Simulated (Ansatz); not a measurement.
# Alloy of ZnGeP2 and ZnSiP2 (13 of 16 Ge sites exchanged), 64 atoms

How does this alloy cell relax, and what gap do PBEsol and HSE06 give?

All numbers are computed with Ansatz 0.2.0 (PAW, plane waves).

## Step 1: Starting point

64 atoms (16 Zn, 13 Si, 3 Ge, 32 P); a = 10.732 Å, b = 10.732 Å, c = 10.495 Å, α = 90.00°, β = 90.00°, γ = 90.00°. All atoms were shaken off their sites by about 0.02 Å along each axis.

Steps to follow: (2) PBEsol cell relaxation at the single k point (¼, ¼, ¼), on 7 threads of Arm Neoverse-V2; (3) HSE06 single point at the Γ point alone, on 7 threads of Arm Neoverse-V2.

## Step 2: PBEsol relaxation of the cell and the positions

File in.yaml:

```yaml
crystal:
  lattice:
    - [10.731920, -0.000059, -0.000017]
    - [-0.000059, 10.731920, -0.000017]
    - [-0.000017, -0.000017, 10.495218]
  atoms:
    - { symbol: Zn, position: [0.999335, 0.998700, 0.996161] }
    - { symbol: Zn, position: [0.002119, 0.496197, 0.001835] }
    - { symbol: Zn, position: [0.499471, 0.999646, 0.998757] }
    - { symbol: Zn, position: [0.498838, 0.501868, 0.002066] }
    - { symbol: Zn, position: [0.997516, 0.251877, 0.246859] }
    - { symbol: Zn, position: [0.998832, 0.755901, 0.251654] }
    - { symbol: Zn, position: [0.499755, 0.251057, 0.249865] }
    - { symbol: Zn, position: [0.498917, 0.751536, 0.248730] }
    - { symbol: Zn, position: [0.247597, 0.000700, 0.748268] }
    - { symbol: Zn, position: [0.251571, 0.496511, 0.751705] }
    - { symbol: Zn, position: [0.748942, 0.001397, 0.749481] }
    - { symbol: Zn, position: [0.750848, 0.502177, 0.748343] }
    - { symbol: Zn, position: [0.249335, 0.251763, 0.499120] }
    - { symbol: Zn, position: [0.247512, 0.748025, 0.497731] }
    - { symbol: Zn, position: [0.748365, 0.251352, 0.499512] }
    - { symbol: Zn, position: [0.749031, 0.746903, 0.500846] }
    - { symbol: Si, position: [0.002611, 0.000465, 0.498620] }
    - { symbol: Si, position: [0.998197, 0.497818, 0.499709] }
    - { symbol: Si, position: [0.497410, 0.496828, 0.497328] }
    - { symbol: Si, position: [0.248866, 0.000679, 0.253040] }
    - { symbol: Si, position: [0.750129, 0.999263, 0.245008] }
    - { symbol: Si, position: [0.752837, 0.498456, 0.246641] }
    - { symbol: Si, position: [0.250567, 0.249331, 0.001029] }
    - { symbol: Si, position: [0.252029, 0.751072, 0.002408] }
    - { symbol: Si, position: [0.748112, 0.253962, 0.002083] }
    - { symbol: Si, position: [0.751261, 0.750621, 0.000518] }
    - { symbol: Si, position: [0.000476, 0.249399, 0.750353] }
    - { symbol: Si, position: [0.998905, 0.753624, 0.748102] }
    - { symbol: Si, position: [0.503613, 0.751871, 0.750754] }
    - { symbol: Ge, position: [0.504899, 0.002201, 0.500550] }
    - { symbol: Ge, position: [0.249561, 0.498218, 0.249139] }
    - { symbol: Ge, position: [0.499849, 0.252272, 0.752328] }
    - { symbol: P, position: [0.127389, 0.122621, 0.123647] }
    - { symbol: P, position: [0.133166, 0.624648, 0.125769] }
    - { symbol: P, position: [0.631654, 0.123111, 0.128566] }
    - { symbol: P, position: [0.632688, 0.625493, 0.125002] }
    - { symbol: P, position: [0.119930, 0.125904, 0.623234] }
    - { symbol: P, position: [0.118734, 0.625785, 0.625833] }
    - { symbol: P, position: [0.619849, 0.123261, 0.624455] }
    - { symbol: P, position: [0.622999, 0.627666, 0.625055] }
    - { symbol: P, position: [0.367342, 0.375326, 0.126965] }
    - { symbol: P, position: [0.368070, 0.874719, 0.122010] }
    - { symbol: P, position: [0.865746, 0.374556, 0.124119] }
    - { symbol: P, position: [0.868964, 0.878231, 0.124181] }
    - { symbol: P, position: [0.376146, 0.122525, 0.373800] }
    - { symbol: P, position: [0.372655, 0.619293, 0.373332] }
    - { symbol: P, position: [0.874008, 0.115976, 0.378137] }
    - { symbol: P, position: [0.879336, 0.618655, 0.375913] }
    - { symbol: P, position: [0.126029, 0.384995, 0.379893] }
    - { symbol: P, position: [0.126210, 0.879758, 0.372177] }
    - { symbol: P, position: [0.620710, 0.383017, 0.374838] }
    - { symbol: P, position: [0.627275, 0.881599, 0.377131] }
    - { symbol: P, position: [0.125971, 0.366546, 0.871550] }
    - { symbol: P, position: [0.126112, 0.870275, 0.870631] }
    - { symbol: P, position: [0.625197, 0.370760, 0.874372] }
    - { symbol: P, position: [0.623299, 0.868028, 0.874675] }
    - { symbol: P, position: [0.378468, 0.375127, 0.627944] }
    - { symbol: P, position: [0.381431, 0.874885, 0.623905] }
    - { symbol: P, position: [0.882565, 0.374860, 0.624752] }
    - { symbol: P, position: [0.880475, 0.876249, 0.626311] }
    - { symbol: P, position: [0.375969, 0.130309, 0.873031] }
    - { symbol: P, position: [0.373925, 0.629898, 0.876535] }
    - { symbol: P, position: [0.873787, 0.132137, 0.877395] }
    - { symbol: P, position: [0.874448, 0.632451, 0.875838] }
  symmetry: { detect: false }
kpoints:
  mp_grid: { grid: [1, 1, 1], shift: [0.25, 0.25, 0.25] }
hamiltonian:
  xc: pbesol
scf:
  occupations: { method: fermi_dirac, width: 0.01 }
relax:
  f_tol: 0.03
  max_steps: 80
  escape_saddle: false
  adjacent_minimum: "off"
  cell: { fix: [alpha, beta, gamma] }
output:
  forces: true
  eigenvalues: true
  populations: true
```

Further steps of the session: HSE06 single point.

**Question.** What will these runs give? Wanted: for each run, top filled to lowest empty.

As calculated:

| level | time | k points | top filled to lowest empty (eV) |
| --- | --- | --- | --- |
| PBEsol, relaxation | 2.9 min (7 CPU threads) | (¼, ¼, ¼) | 1.75 |
| HSE06 | 6.1 min (7 CPU threads) | Γ | 1.97 |

| quantity | value |
| --- | --- |
| relaxation | 5 recorded steps, 0.86 eV gained |
| largest shift | 0.09 Å (P34) |
| relaxed cell | a = 10.734 Å, b = 10.734 Å, c = 10.491 Å, α = 90.00°, β = 90.00°, γ = 90.00° |
| mean bonds | Ge–P 2.323, P–Si 2.257, P–Zn 2.345 Å |

**What this shows.** Relaxation gains 0.86 eV, with shifts up to 0.09 Å (P34), while the volume changes by -0.0 %. The mean lengths of the listed bonds run from P–Si 2.26 Å to P–Zn 2.35 Å. The relaxation ran on other k points, so part of any difference from the later rows can come from the mesh. No spin–orbit coupling is included; with elements this heavy it would shift the edges. With one k point the spacing samples only the states that fold onto it, so it can exceed the gap over the zone.
